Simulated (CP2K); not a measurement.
# BGeH3Cl2 (SMILES Cl[B](Cl)[GeH3]) at BLYP-D3(BJ)/DZVP-MOLOPT-SR-GTH (core potential)

Aim: a single-point energy of BGeH3Cl2. 

Program for the calculation: CP2K 2026.2.

## Step 1: The structure to begin with

The species is BGeH3Cl2 (7 atoms), meant as a singlet with charge 0. As SMILES, `Cl[B](Cl)[GeH3]`. The B2–Cl3 distance was set to 3.138 Å, away from the relaxed value. At this shape a bond of the SMILES string is far longer than usual.

Bond lengths: Cl1–B2 1.741 Å, B2–Ge4 2.068 Å, Ge4–H5 1.538 Å, Ge4–H6 1.538 Å, Ge4–H7 1.535 Å. Angles: Cl1–B2–Ge4 121.7°, B2–Ge4–H5 109.4°, B2–Ge4–H6 109.3°, B2–Ge4–H7 111.8°, H5–Ge4–H6 107.9°, H5–Ge4–H7 109.2°, H6–Ge4–H7 109.2°. A long bond or contact: B2–Cl3 3.138 Å.

## Step 2: A single-point energy at BLYP-D3(BJ)/DZVP-MOLOPT-SR-GTH (core potential)

Input file molecule.xyz:

```xyz
7

Cl     2.780570    -0.492253     1.134138
B      1.237470    -0.085953     0.436938
Cl    -1.082400    -2.191800     0.604700
Ge     0.907970     1.734447    -0.486762
H      0.474870     1.496547    -1.942862
H     -0.235030     2.470247     0.232138
H      2.164370     2.616447    -0.471262
```

Input file calc.inp:

```
&FORCE_EVAL
   METHOD QS
   &DFT
      BASIS_SET_FILE_NAME BASIS_MOLOPT
      POTENTIAL_FILE_NAME GTH_POTENTIALS
      ! Quickstep
      &QS
         METHOD GPW
         EPS_DEFAULT 1.0E-10
      &END QS
      &MGRID
         CUTOFF 400
         REL_CUTOFF 50
         NGRIDS 4
      &END MGRID
      &POISSON
         PERIODIC NONE
         POISSON_SOLVER MULTIPOLE
      &END POISSON
      &SCF
         SCF_GUESS ATOMIC
         EPS_SCF 1.0E-06
         MAX_SCF 50
         &OT
            MINIMIZER DIIS
            PRECONDITIONER FULL_ALL
         &END OT
         &OUTER_SCF
            EPS_SCF 1.0E-06
            MAX_SCF 10
         &END OUTER_SCF
      &END SCF
      ! exchange and correlation
      &XC
         &XC_FUNCTIONAL BLYP
         &END XC_FUNCTIONAL
         &VDW_POTENTIAL
            POTENTIAL_TYPE PAIR_POTENTIAL
            &PAIR_POTENTIAL
               TYPE DFTD3(BJ)
               PARAMETER_FILE_NAME dftd3.dat
               REFERENCE_FUNCTIONAL BLYP
               R_CUTOFF 15
            &END PAIR_POTENTIAL
         &END VDW_POTENTIAL
      &END XC
      ! extra output
      &PRINT
         &MOMENTS
            PERIODIC F
            REFERENCE COM
            MAX_MOMENT 1
         &END MOMENTS
         &MO_CUBES
            NLUMO 3
            NHOMO -1
            WRITE_CUBE F
         &END MO_CUBES
         &HIRSHFELD OFF
         &END HIRSHFELD
      &END PRINT
   &END DFT
   &SUBSYS
      ! vacuum box
      &CELL
         ABC 10.9 11.8 10.1
         PERIODIC NONE
      &END CELL
      &TOPOLOGY
         COORD_FILE_NAME molecule.xyz
         COORD_FILE_FORMAT XYZ
         &CENTER_COORDINATES
         &END CENTER_COORDINATES
      &END TOPOLOGY
      &KIND Cl
         BASIS_SET DZVP-MOLOPT-SR-GTH-q7
         POTENTIAL GTH-BLYP-q7
      &END KIND
      &KIND B
         BASIS_SET DZVP-MOLOPT-SR-GTH-q3
         POTENTIAL GTH-BLYP-q3
      &END KIND
      &KIND Ge
         BASIS_SET DZVP-MOLOPT-SR-GTH-q4
         POTENTIAL GTH-BLYP-q4
      &END KIND
      &KIND H
         BASIS_SET DZVP-MOLOPT-SR-GTH-q1
         POTENTIAL GTH-BLYP-q1
      &END KIND
   &END SUBSYS
&END FORCE_EVAL

&GLOBAL
   PROJECT_NAME calc
   RUN_TYPE ENERGY
   PRINT_LEVEL MEDIUM
&END GLOBAL
```

Run with:

```
$ OMP_NUM_THREADS=1 cp2k.psmp calc.inp > calc.out
```

**Question.** What will come out? Wanted: total energy; dipole moment; HOMO energy; LUMO energy; HOMO–LUMO gap; dispersion energy.

**Answer.** As computed:

At BLYP-D3(BJ)/DZVP-MOLOPT-SR-GTH (core potential):

| quantity | value |
| --- | --- |
| total energy | -38.26174 Eh |
| dipole moment | 7.00 D |
| HOMO energy | -5.42 eV |
| LUMO energy | -4.39 eV |
| HOMO–LUMO gap | 1.03 eV |
| dispersion energy | -34.52 kJ/mol |
